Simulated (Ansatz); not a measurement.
I need a band structure of AgAu, space group R-3m. Use Ansatz 0.2.0, Python API. Use: PBEsol, PAW, cutoff 463 eV, 12×12×12 k-points, Fermi-Dirac smearing of 0.05 eV.

```
Ag Au
1.0
     1.45759    0.84154    4.73064
    -1.45759    0.84154    4.73064
     0.00000   -1.68308    4.73064
Ag Au
1 1
Cartesian
  0.0000 0.0000 0.0000
  0.0000 0.0000 7.0960
```

`agau.py`:
```python
import ansatz as az
from ase import Atoms
import numpy as np

K_DENSITY = 4.5
OCCUPATIONS = 'Fermi-Dirac'
WIDTH_EV = 0.05
FUNCTIONAL = 'PBEsol'
N_EMPTY = 8

atoms = Atoms(
    ['Ag', 'Au'],
    scaled_positions=[
        (0.0, 0.0, 0.0),
        (0.5, 0.5, 0.5),
    ],
    cell=[
        (1.457588, 0.841539, 4.730641),
        (-1.457588, 0.841539, 4.730641),
        (0.0, -1.683077, 4.730641),
    ],
    pbc=True,
)
cell = az.Crystal.from_ase(atoms)

path = [
    ('H_0', (0.5, -0.18776, 0.18776)),
    ('L', (0.5, 0.0, 0.0)),
    ('G', (0.0, 0.0, 0.0)),
    ('S_0', (0.34388, -0.34388, 0.0)),
]
calc = (
    cell.calculation()
    .basis(17 * az.Ha)
    .kpoints(density=K_DENSITY)
    .pseudopotentials('paw')
    .occupations(OCCUPATIONS, width=WIDTH_EV)
    .functional(FUNCTIONAL)
    .band_structure([point for _, point in path], intervals=4)
    .scf(extra_bands=N_EMPTY)
)
planned = calc.session().plan(threads=1)
facts = planned.describe()
print('plan:', facts['n_bands'], 'bands,', len(facts['kpoints_frac']), 'k-points, plane waves', facts['n_pw_range'], 'grid', facts['fft_dense'])
outcome = planned.execute()
r = outcome.report

energy = r['free_energy_ev']
print('F of the AgAu cell: {:.6f} eV = {:.6f} Ry = {:.6f} Ha'.format(energy, energy / 13.605693, energy / 27.211386))
print('Fermi level {:.4f} eV, {} k-points, {} symmetry operations'.format(r['fermi_energy_ev'], r['n_kpoints'], r['n_symmetry_ops']))

bands = outcome.band_structure()
fermi = bands.fermi_energy_ev
print(f'zero of the bands: {fermi:.3f} eV, the Fermi level found on the SCF mesh')
for spin, channel in enumerate(bands.channels):
    print('channel', spin, '- computed levels within 6 eV of the Fermi level')
    for i, (label, _) in enumerate(path):
        levels = channel.eigenvalues_ev[i * 4] - fermi
        print(f'  {label:3s}', ' '.join(f'{e:7.3f}' for e in levels if abs(e) < 6))
```

```console
$ python agau.py
plan: 27 bands, 189 k-points, plane waves [770, 798] grid [24, 24, 36]
F of the AgAu cell: -20529.411383 eV = -1508.883920 Ry = -754.441960 Ha
Fermi level 18.2292 eV, 189 k-points, 12 symmetry operations
zero of the bands: 18.229 eV, the Fermi level found on the SCF mesh
channel 0 - computed levels within 6 eV of the Fermi level
  H_0  -5.787  -5.730  -5.186  -5.166  -4.400  -4.225  -3.522  -3.436  -2.666  -2.334   2.778   3.586   3.961   4.600
  L    -5.760  -5.251  -5.231  -4.246  -4.084  -3.844  -3.328  -2.811  -1.783   0.765   1.172   5.666   5.775
  G    -4.649  -4.649  -4.551  -4.551  -4.541  -3.365  -3.365  -2.277  -2.277  -0.579   3.409
  S_0  -5.813  -5.480  -5.302  -5.173  -4.513  -4.196  -3.575  -3.319  -2.742  -2.375   2.623   3.453   4.199   5.631
```

Reading the output:
- Absolute energies stand on the zero of these potentials, so only differences at equal settings mean something. A total without «per atom» is that of the cell as typed.
- The mesh is modest for a metal, so energies can be off by several to tens of meV an atom and pressures by half a GPa or more; differences at equal mesh fare better.
- Only differences from the Fermi energy are physical; the zero of the scale is a convention.
- This cell is a computed structure, which may not be the phase found in nature.
- Gaps and levels are Kohn-Sham values on a finite set of k-points, without spin-orbit coupling.
- It ran for 11 s on 1 thread of Arm Neoverse V1, with other jobs on the host, peak memory 0.48 GiB.
